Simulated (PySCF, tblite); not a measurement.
# C₄H₁₅NOSi₃: geometry, infrared bands and NMR shifts

Aim: predict the infrared bands and NMR shifts of C₄H₁₅NOSi₃ (`[SiH3]O[SiH2][SiH2]N1CCCC1`).

Computed with tblite 0.8.0 and PySCF 2.14.0, with density-fitted response routines of our own, on a single molecule in the gas phase. Atoms count from 0, in the outputs and in this text.

### Step 1. The starting structure

24 atoms, charge 0, multiplicity 1; geometry from: force field or distance geometry start.

Bonds of the start (Å): Si0–O1 1.72, O1–Si2 1.71, Si2–Si3 2.22, Si3–N4 1.78, N4–C5 1.44, C5–C6 1.51, C6–C7 1.50, C7–C8 1.50, C8–N4 1.45, Si0–H9 1.47, Si0–H10 1.47, Si0–H11 1.49, Si2–H12 1.46, Si2–H13 1.48, Si3–H14 1.45, Si3–H15 1.50, C5–H16 1.10, C5–H17 1.11, C6–H18 1.11, C6–H19 1.10, C7–H20 1.10, C7–H21 1.13, C8–H22 1.11, C8–H23 1.12.

### Step 2. Optimising the geometry with GFN2-xTB

What the job is given:

```
{"job": {"kind": "relax", "xc": "GFN2-xTB", "basis": "xTB"}, "charge": 0, "multiplicity": 1}
Si     4.308700     0.152100     0.445300
O      3.104100     1.273100    -0.062600
Si     2.108400     0.644300    -1.299100
Si     0.562900    -0.740800    -0.520500
N     -0.817300     0.062800     0.264500
C     -1.798500     0.571700    -0.659700
C     -3.106800     0.497700     0.086900
C     -2.905100    -0.563500     1.132200
C     -1.454700    -0.952400     1.087100
H      4.283200    -1.063500    -0.379100
H      5.605500     0.825600     0.323000
H      4.013800    -0.162200     1.866800
H      2.951200    -0.115600    -2.211500
H      1.528100     1.803700    -2.012000
H      0.186400    -1.701000    -1.543600
H      1.212400    -1.529100     0.577400
H     -1.913700    -0.012800    -1.578800
H     -1.523200     1.630400    -0.868300
H     -3.892200     0.241900    -0.650700
H     -3.318600     1.496200     0.496400
H     -3.270900    -0.279600     2.133400
H     -3.501600    -1.456300     0.793600
H     -0.984500    -1.035600     2.092800
H     -1.389400    -1.900400     0.494100
```

Started as:

```
> OMP_NUM_THREADS=1 python probes_run.py task.json out
```

The driver reads the jobs from task.json and runs them one after another.

Output:

```text
step      E/eV     max force
  0    -775.00549    2.697
  1    -775.35100    1.757
  2    -775.49853    0.771
  3    -775.58851    0.923
  4    -775.67913    0.645
  5    -775.73655    0.513
  6    -775.78980    0.635
  7    -775.83895    0.517
  8    -775.87530    0.388
  9    -775.90647    0.367
 10    -775.93762    0.418
 11    -775.97591    0.504
 12    -776.01895    0.566
 13    -776.05396    0.481
 14    -776.07225    0.287
 15    -776.08321    0.228
 16    -776.09723    0.385
 17    -776.11435    0.464
 18    -776.13206    0.334
 19    -776.14462    0.220
 20    -776.15430    0.216
 21    -776.16250    0.242
 22    -776.17007    0.292
 23    -776.17855    0.264
 24    -776.18733    0.191
 25    -776.19486    0.253
 26    -776.20141    0.261
 27    -776.20823    0.173
 28    -776.21534    0.187
 29    -776.22308    0.208
 30    -776.23087    0.281
 31    -776.23795    0.265
 32    -776.24458    0.197
 33    -776.25103    0.172
 34    -776.25776    0.226
 35    -776.26336    0.249
 36    -776.27200    0.193
 37    -776.28043    0.178
 38    -776.28969    0.254
 39    -776.29753    0.290
 40    -776.30620    0.217
 41    -776.31415    0.167
 42    -776.32127    0.199
 43    -776.32791    0.287
 44    -776.33546    0.289
 45    -776.34202    0.184
 46    -776.34744    0.202
 47    -776.35238    0.152
 48    -776.35707    0.186
 49    -776.36086    0.193
 50    -776.36626    0.194
 51    -776.37148    0.195
 52    -776.37694    0.163
 53    -776.38141    0.133
 54    -776.38432    0.122
 55    -776.38680    0.114
 56    -776.38858    0.084
 57    -776.39087    0.078
 58    -776.39209    0.082
 59    -776.39412    0.094
 60    -776.39575    0.087
 61    -776.39739    0.079
 62    -776.39859    0.085
 63    -776.39958    0.065
 64    -776.40047    0.063
 65    -776.40149    0.097
 66    -776.40263    0.109
 67    -776.40371    0.084
 68    -776.40472    0.076
 69    -776.40587    0.085
 70    -776.40745    0.118
 71    -776.40932    0.130
 72    -776.41090    0.078
 73    -776.41213    0.075
 74    -776.41355    0.122
 75    -776.41541    0.167
 76    -776.41761    0.162
 77    -776.41952    0.081
 78    -776.42077    0.077
 79    -776.42162    0.085
 80    -776.42252    0.105
 81    -776.42353    0.085
 82    -776.42436    0.048
 83    -776.42497    0.050
 84    -776.42548    0.056
 85    -776.42600    0.059
 86    -776.42650    0.045
 87    -776.42693    0.037
 88    -776.42732    0.045
 89    -776.42770    0.041
 90    -776.42804    0.033
 91    -776.42833    0.033
 92    -776.42857    0.038
 93    -776.42880    0.041
 94    -776.42906    0.037
 95    -776.42933    0.031
 96    -776.42960    0.032
 97    -776.42986    0.039
 98    -776.43016    0.051
 99    -776.43051    0.042
100    -776.43089    0.036
101    -776.43129    0.036
102    -776.43169    0.047
103    -776.43204    0.049
104    -776.43237    0.035
105    -776.43278    0.043
106    -776.43330    0.053
107    -776.43397    0.077
108    -776.43478    0.077
109    -776.43560    0.056
110    -776.43632    0.067
111    -776.43696    0.068
112    -776.43763    0.078
113    -776.43833    0.075
114    -776.43923    0.063
115    -776.44009    0.060
116    -776.44109    0.070
117    -776.44219    0.086
118    -776.44354    0.094
119    -776.44491    0.098
120    -776.44603    0.106
121    -776.44708    0.078
122    -776.44812    0.059
123    -776.44910    0.069
124    -776.44969    0.083
125    -776.45056    0.058
126    -776.45146    0.043
127    -776.45197    0.038
128    -776.45230    0.035
129    -776.45251    0.033
130    -776.45275    0.028
131    -776.45303    0.031
132    -776.45332    0.038
133    -776.45357    0.027
134    -776.45374    0.025
135    -776.45387    0.020
136    -776.45397    0.023
137    -776.45406    0.020
138    -776.45415    0.022
139    -776.45426    0.021
140    -776.45439    0.023
141    -776.45450    0.022
142    -776.45459    0.019
143    -776.45469    0.019
144    -776.45481    0.021
145    -776.45494    0.027
146    -776.45506    0.027
147    -776.45515    0.025
148    -776.45523    0.020
149    -776.45528    0.017
150    -776.45531    0.014
151    -776.45534    0.010
152    -776.45537    0.010
```

Run time: 6.2 s. Hardware: 1 thread of Intel Xeon at 2.50GHz, shared host; peak memory 0.18 GiB.

The steps of the relaxation: (not every step is listed)

| step | energy from step 0 (eV) | largest force (eV/Å) |
| --- | --- | --- |
| 0 | 0.0000 | 2.6968 |
| 1 | -0.3455 | 1.7570 |
| 2 | -0.4930 | 0.7711 |
| 3 | -0.5830 | 0.9234 |
| 4 | -0.6736 | 0.6452 |
| 5 | -0.7311 | 0.5130 |
| 6 | -0.7843 | 0.6349 |
| 7 | -0.8335 | 0.5166 |
| 8 | -0.8698 | 0.3880 |
| 21 | -1.1570 | 0.2423 |
| 34 | -1.2523 | 0.2260 |
| 47 | -1.3469 | 0.1525 |
| 60 | -1.3903 | 0.0866 |
| 73 | -1.4066 | 0.0747 |
| 86 | -1.4210 | 0.0450 |
| 99 | -1.4250 | 0.0420 |
| 112 | -1.4321 | 0.0781 |
| 125 | -1.4451 | 0.0576 |
| 138 | -1.4487 | 0.0221 |
| 147 | -1.4497 | 0.0248 |
| 148 | -1.4497 | 0.0201 |
| 149 | -1.4498 | 0.0166 |
| 150 | -1.4498 | 0.0136 |
| 151 | -1.4498 | 0.0101 |
| 152 | -1.4499 | 0.0097 |

Close pairs (by a distance rule), those that changed most:

| bond | before (Å) | after (Å) | change (Å) |
| --- | --- | --- | --- |
| Si0–O1 | 1.722 | 1.612 | -0.110 |
| O1–Si2 | 1.708 | 1.626 | -0.081 |
| Si2–Si3 | 2.217 | 2.291 | +0.074 |
| Si3–N4 | 1.780 | 1.711 | -0.068 |
| C7–C8 | 1.502 | 1.541 | +0.039 |
| C7–H21 | 1.126 | 1.089 | -0.036 |
| Si3–H14 | 1.453 | 1.488 | +0.035 |
| C6–C7 | 1.503 | 1.536 | +0.033 |

The end geometry stands in the next job.

### Step 3. Harmonic vibrations with GFN2-xTB

What the job is given:

```
{"job": {"kind": "ir", "xc": "GFN2-xTB", "basis": "xTB"}, "charge": 0, "multiplicity": 1}
Si     4.779999     0.319835     0.127935
O      3.376525     0.486706    -0.647873
Si     1.800445     0.722981    -0.970976
Si     0.679627    -1.008949     0.024933
N     -0.983797    -0.607515     0.046949
C     -1.709938     0.270504    -0.834492
C     -2.850229     0.778644     0.050813
C     -3.189825    -0.442316     0.919205
C     -1.972775    -1.374774     0.762487
H      5.277371    -1.004711    -0.236377
H      5.650445     1.393597    -0.347458
H      4.532459     0.430865     1.565474
H      1.777809     0.775792    -2.440754
H      1.513789     2.091087    -0.508933
H      0.930483    -2.321466    -0.628862
H      1.005454    -1.268907     1.442783
H     -2.121828    -0.283641    -1.692308
H     -1.068641     1.067037    -1.211344
H     -3.701394     1.132989    -0.527084
H     -2.486377     1.595521     0.673671
H     -3.338457    -0.157781     1.959241
H     -4.096884    -0.933904     0.569456
H     -1.562938    -1.702372     1.717626
H     -2.253059    -2.272528     0.193447
```

Output:

```text
mode    cm-1     km/mol
  1      -8.8      0.60
  2      20.7      0.11
  3      25.0      0.67
  4      31.4      0.35
  5      53.4      0.17
  6      67.0      0.32
  7      74.3      2.07
  8     101.9      3.16
  9     159.6      3.02
 10     231.8      3.23
 11     280.3      5.35
 12     373.6     57.13
 13     449.7      0.72
 14     470.3      5.64
 15     500.7      2.80
 16     561.8      1.72
 17     579.0     33.03
 18     602.6     34.32
 19     608.8     45.08
 20     618.8      4.44
 21     634.0     44.92
 22     694.5    914.19
 23     754.2    116.66
 24     774.0    252.37
 25     781.7     98.82
 26     785.1    120.81
 27     810.8    460.42
 28     826.6    235.31
 29     834.0     10.76
 30     857.8    126.51
 31     890.0      4.50
 32     961.9      0.44
 33     981.4     10.74
 34    1006.5      1.90
 35    1082.6     28.30
 36    1099.8      1.10
 37    1109.6    743.73
 38    1122.7     22.78
 39    1172.7      8.38
 40    1186.5     42.94
 41    1193.5      9.37
 42    1214.3      9.53
 43    1285.7     26.16
 44    1293.0      5.33
 45    1298.8     15.26
 46    1315.7      3.40
 47    1335.4     92.34
 48    1475.2      0.38
 49    1487.9      0.51
 50    1492.7      1.41
 51    1507.8      0.56
 52    2031.1    306.20
 53    2125.3    146.78
 54    2144.6    485.80
 55    2180.9    225.27
 56    2247.0    415.96
 57    2260.3    407.05
 58    2277.7    110.28
 59    2840.5     66.22
 60    2856.9     91.82
 61    2986.4     23.17
 62    2990.5      6.93
 63    2994.1     38.86
 64    3005.2     88.59
 65    3013.9     53.85
 66    3017.8     48.25
```

It took 5 s on 1 thread of Intel Xeon at 2.50GHz, shared host; peak memory 0.18 GiB.

The strongest bands and the atoms that carry them (share of the mass-weighted mode):

| cm⁻¹ | km/mol | atoms |
| --- | --- | --- |
| 694 | 914.2 | H15 27 %, H14 26 %, H12 16 %, H13 11 % |
| 774 | 252.4 | H9 51 %, H10 20 %, H11 11 % |
| 811 | 460.4 | H13 37 %, H12 36 % |
| 1110 | 743.7 | O1 76 % |
| 2031 | 306.2 | H14 90 % |
| 2145 | 485.8 | H13 68 %, H12 26 % |
| 2247 | 416.0 | H11 79 %, H10 14 % |
| 2260 | 407.1 | H10 54 %, H9 38 % |

### Step 4. Shielding tensors: PBE0/pcSseg-1

Settings changed since step 3:

```diff
@@ -1,2 +1,2 @@
-{"job": {"kind": "ir", "xc": "GFN2-xTB", "basis": "xTB"}, "charge": 0, "multiplicity": 1}
+{"job": {"kind": "nmr", "xc": "PBE0", "basis": "pcSseg-1"}, "charge": 0, "multiplicity": 1}
 Si     4.779999     0.319835     0.127935
```

Method: GIAO PBE0/pcSseg-1 NMR shielding, non-relativistic, gas phase.

Output:

```text
coarse grid: 20664 points
cycle   1  E = -1159.0027106788  dE =  9.847e-01  |g| = 8.408e-01  |ddm| = 4.423e+00
cycle   2  E = -1158.7730265200  dE =  2.297e-01  |g| = 1.373e+00  |ddm| = 1.894e+00
cycle   3  E = -1159.1344715392  dE = -3.614e-01  |g| = 9.701e-02  |ddm| = 1.344e+00
cycle   4  E = -1159.1358210338  dE = -1.349e-03  |g| = 5.321e-02  |ddm| = 1.302e-01
cycle   5  E = -1159.1364545752  dE = -6.335e-04  |g| = 1.403e-02  |ddm| = 6.201e-02
cycle   6  E = -1159.1364914965  dE = -3.692e-05  |g| = 4.099e-03  |ddm| = 1.683e-02
cycle   7  E = -1159.1364949243  dE = -3.428e-06  |g| = 7.956e-04  |ddm| = 4.294e-03
final grid: 183392 points
cycle   8  E = -1159.1976110911  dE = -3.029e-05  |g| = 1.060e-02  |ddm| = 2.786e-02
cycle   9  E = -1159.1975860495  dE =  2.504e-05  |g| = 1.533e-02  |ddm| = 2.150e-02
cycle  10  E = -1159.1976349937  dE = -4.894e-05  |g| = 1.312e-03  |ddm| = 1.326e-02
cycle  11  E = -1159.1976353246  dE = -3.309e-07  |g| = 3.185e-04  |ddm| = 1.236e-03
cycle  12  E = -1159.1976353446  dE = -2.001e-08  |g| = 4.232e-05  |ddm| = 2.777e-04
cycle  13  E = -1159.1976353450  dE = -3.743e-10  |g| = 1.419e-05  |ddm| = 7.907e-05
converged SCF energy = -1159.1976353450

GIAO shielding tensors (ppm)
atom      isotropic    diamagn.    paramagn.     s11        s22        s33       span
  0 Si     393.041     880.023    -486.983    353.875    360.089    465.158    111.284
  1 O      357.383     398.960     -41.577    251.768    401.595    418.786    167.018
  2 Si     380.444     880.222    -499.779    324.075    353.216    464.040    139.964
  3 Si     410.568     884.400    -473.832    358.792    375.556    497.357    138.565
  4 N      231.355     331.780    -100.425    179.500    251.313    263.253     83.752
  5 C      132.308     244.899    -112.591    102.233    129.356    165.333     63.100
  6 C      155.993     249.291     -93.298    130.764    161.202    176.015     45.250
  7 C      160.296     252.195     -91.900    130.633    172.919    177.335     46.702
  8 C      134.525     242.310    -107.785    100.209    128.803    174.564     74.354
  9 H       26.754      28.562      -1.807     23.179     25.223     31.861      8.682
 10 H       26.690      27.371      -0.681     23.164     24.877     32.028      8.864
 11 H       26.703      30.044      -3.341     23.134     25.672     31.303      8.170
 12 H       25.946      30.322      -4.376     21.866     26.220     29.753      7.888
 13 H       25.968      31.654      -5.686     21.831     26.590     29.483      7.652
 14 H       26.556      31.512      -4.956     22.737     24.770     32.162      9.425
 15 H       26.701      33.228      -6.527     23.040     25.667     31.395      8.355
 16 H       29.126      31.016      -1.890     23.407     27.890     36.082     12.675
 17 H       29.373      32.874      -3.501     23.690     29.796     34.632     10.942
 18 H       30.097      29.369       0.728     25.258     27.395     37.638     12.380
 19 H       30.165      31.686      -1.521     25.301     28.104     37.089     11.787
 20 H       29.805      29.798       0.007     24.988     27.264     37.164     12.177
 21 H       30.127      29.018       1.109     24.920     27.771     37.690     12.770
 22 H       28.558      30.806      -2.248     23.441     27.964     34.269     10.828
 23 H       28.905      29.433      -0.529     22.824     28.024     35.866     13.042
```

It took 2.5 min on 1 thread of Intel Xeon at 2.50GHz, shared host; peak memory 1.1 GiB.

Shifts follow as δ = σ(reference) − σ, with reference shieldings (ppm) from runs at the same level and on the same kind of geometry: 1H TMS 31.72, 13C TMS 186.9, 29Si TMS 349.2, 15N NH3 267.7, 17O H2O 336.1. The references are single molecules in the gas phase, so shifts against H2O, NH3, PH3, H3PO4 or CFCl3 are not on the usual liquid scales and can be off by tens of ppm. Atoms listed in one row are averaged.

| atoms | environment | σ (ppm) | δ (ppm) | δ scaled to CDCl3 |
| --- | --- | --- | --- | --- |
| C5, C8 | sp3 CH2 bonded to N | 133.4 | 53.5 | 50.3 |
| C6, C7 | sp3 CH2 in a ring | 158.1 | 28.8 | 26.2 |
| H12, H13 | hydrogen on a silicon bonded to O, Si | 25.96 | 5.76 | – |
| H14, H15 | hydrogen on a silicon bonded to N, Si | 26.63 | 5.09 | – |
| H9, H10, H11 | hydrogen on a silicon bonded to O | 26.72 | 5.00 | – |
| H16, H17, H22, H23 | hydrogen on an sp3 CH2 bonded to N | 28.99 | 2.73 | 2.68 |
| H18, H19, H20, H21 | hydrogen on an sp3 CH2 in a ring | 30.05 | 1.67 | 1.68 |
| Si2 | silicon bonded to O, Si, 2 H | 380.4 | -31.3 | – |
| Si0 | silicon bonded to O, 3 H | 393.0 | -43.9 | – |
| Si3 | silicon bonded to N, Si, 2 H | 410.6 | -61.4 | – |
| O1 | oxygen bonded to 2 Si | 357.4 | -21.3 | – |
| N4 | nitrogen bonded to 2 C, Si, in a 5-membered ring | 231.4 | 36.4 | – |

The scaled column applies a straight-line fit of computed shieldings to shifts measured in CDCl3 (root-mean-square error 0.16 ppm for H, 1.9 ppm for C).

Charges from the same density, by scheme (e):

| atoms | Mulliken | IAO | Hirshfeld | ESP fit |
| --- | --- | --- | --- | --- |
| Si0 | 0.74 | 0.89 | 0.39 | 0.59 |
| O1 | -0.72 | -0.89 | -0.31 | -0.38 |
| Si2 | 0.55 | 0.72 | 0.32 | 0.41 |
| Si3 | 0.48 | 0.57 | 0.27 | 0.15 |
| N4 | -0.82 | -0.52 | -0.18 | -0.20 |
| C5, C8 | 0.02 | -0.15 | -0.02 | 0.00 |
| C6, C7 | -0.23 | -0.27 | -0.07 | -0.11 |

Mayer bond orders: Si0–O1 0.94, O1–Si2 0.89, Si2–Si3 0.92, Si3–N4 0.97, N4–C5 0.95, C5–C6 1.03, C6–C7 1.04, C7–C8 1.02, C8–N4 0.94.

Ring of atoms N4, C5, C6, C7, C8: NICS(0) -7.8, NICS(1) -4.3, NICS(1)zz -6.1 ppm (means of both faces).

### Step 5. What came out

| quantity | value |
| --- | --- |
| strongest single infrared mode (GFN2-xTB) | 694 cm⁻¹, 914 km/mol |
| zero-point energy (GFN2-xTB) | 111.6 kcal/mol |
| 13C shifts against TMS (PBE0/pcSseg-1, means over atoms taken as alike) | 53.5, 28.8 ppm |
| 1H shifts against TMS (PBE0/pcSseg-1, means over atoms taken as alike) | 5.76, 5.09, 5.00, 2.73, 1.67 ppm |
| 29Si shifts against TMS (PBE0/pcSseg-1) | -31.3, -43.9, -61.4 ppm |
| 17O shifts against H2O (PBE0/pcSseg-1) | -21.3 ppm |
| 15N shifts against NH3 (PBE0/pcSseg-1) | 36.4 ppm |

In words: The optimisation took 152 steps and gained 1.450 eV; among the close pairs (by a distance rule), Si0–O1 changed most, from 1.722 to 1.612 Å. The lowest mode is slightly imaginary (9i cm⁻¹), a soft motion within the noise of the Hessian, so the minimum is not strictly shown. The strongest single mode, at 694 cm⁻¹, is carried by H15, H14, H12, H13. GFN2-xTB is a fitted tight-binding method: band positions and strengths are rough. Its intensities can rank the bands wrongly. The most deshielded carbon is C5, C8 (mean) (sp3 CH2 bonded to N), at 53.5 ppm: pulled downfield by the heteroatom. At PBE0/pcSseg-1: The largest span, 167 ppm, is at O1, where the paramagnetic term is -42 ppm.
